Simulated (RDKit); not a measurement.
**MMFF94 run of C3H6OSi (SMILES C=CC(=O)[SiH3])**

We compute a geometry optimisation of C3H6OSi. Input form: a Python script.

The calculation is run with RDKit 2026.09.1.

1 further run of the same task is left out (set aside as unsound or not needed).

## (1) The system as given

The species is C3H6OSi (11 atoms), meant as a singlet with charge 0. SMILES: `C=CC(=O)[SiH3]`. The shape is that of a GFN2-xTB optimisation. This is one conformer, not always the lowest. The run starts from this shape.

Bond lengths: C1–C2 1.327 Å, C2–C3 1.480 Å, C3–O4 1.216 Å, C3–Si5 1.924 Å, C1–H6 1.077 Å, C1–H7 1.079 Å, C2–H8 1.082 Å, Si5–H9 1.464 Å, Si5–H10 1.465 Å, Si5–H11 1.456 Å. Some angles: C1–C2–C3 122.0°, C2–C3–O4 121.9°, C2–C3–Si5 117.0°, O4–C3–Si5 121.0°, C1–C2–H8 122.0°, C3–C2–H8 115.9°, C2–C1–H6 122.9°, C2–C1–H7 119.8°, C3–Si5–H9 107.1°, C3–Si5–H10 107.0°.

## (2) A geometry optimisation at MMFF94

mol.xyz

```xyz
11

C     -1.109830     0.070880     1.900280
C     -0.716640     0.268190     0.648130
C      0.459100    -0.425360     0.075620
O      1.096730    -1.241790     0.711920
Si     0.941090     0.017700    -1.734030
H     -1.960890     0.570390     2.332670
H     -0.567430    -0.615730     2.531590
H     -1.233240     0.949100    -0.014600
H      1.175680     1.462710    -1.774430
H     -0.211040    -0.311870    -2.576060
H      2.126460    -0.744210    -2.101090
```

ff.py

```python
# MMFF94 minimise with RDKit
import json
import numpy as np
from rdkit import Chem
from rdkit.Chem import AllChem
from rdkit.Chem import rdDetermineBonds

mol = Chem.MolFromXYZFile("mol.xyz")
rdDetermineBonds.DetermineBonds(mol, charge=0)
print("perceived SMILES:", Chem.MolToSmiles(Chem.RemoveHs(mol)))
symbols = [a.GetSymbol() for a in mol.GetAtoms()]
start = mol.GetConformer().GetPositions().copy()

props = AllChem.MMFFGetMoleculeProperties(mol, mmffVariant="MMFF94")
ff = AllChem.MMFFGetMoleculeForceField(mol, props)
e0 = ff.CalcEnergy()
print(f"start   E = {e0:.5f} kcal/mol")
path, flag, n = [], 1, 0
while flag and n < 2000:
    flag = ff.Minimize(maxIts=20, forceTol=0.0001)
    n += 20
    path.append((n, ff.CalcEnergy(), mol.GetConformer().GetPositions().tolist()))
    print(f"{n:5d}   E = {path[-1][1]:.5f} kcal/mol")
print("converged" if flag == 0 else "iteration limit reached")
final = mol.GetConformer().GetPositions()
for a, p in zip(symbols, final):
    print(f"{a:<2} {p[0]:11.5f} {p[1]:11.5f} {p[2]:11.5f}")
print(f"energy gained {e0 - path[-1][1]:.4f} kcal/mol")
json.dump(dict(symbols=symbols, start=start.tolist(), start_energy=e0, energy=path[-1][1], final=final.tolist(), path=path, success=flag == 0), open("results.json", "w"))
```

Started as:

```bash
$ python ff.py
```

What values should one expect? Wanted: steric energy.

Computed results:

Level: MMFF94.

| quantity | value |
| --- | --- |
| steric energy (arbitrary zero) | 0.06898 Eh |

At the final geometry: Bond lengths: C1–C2 1.339 Å, C2–C3 1.485 Å, C3–O4 1.224 Å, C3–Si5 1.883 Å, C1–H6 1.085 Å, C1–H7 1.087 Å, C2–H8 1.084 Å, Si5–H9 1.492 Å, Si5–H10 1.490 Å, Si5–H11 1.490 Å. Some angles: C1–C2–C3 119.9°, C2–C3–O4 123.9°, C2–C3–Si5 118.3°, O4–C3–Si5 117.9°, C1–C2–H8 120.9°, C3–C2–H8 119.3°, C2–C1–H6 121.0°, C2–C1–H7 121.6°, C3–Si5–H9 110.3°, C3–Si5–H10 112.5°. The optimisation took 1000 steps and changed the energy by -0.099 eV.
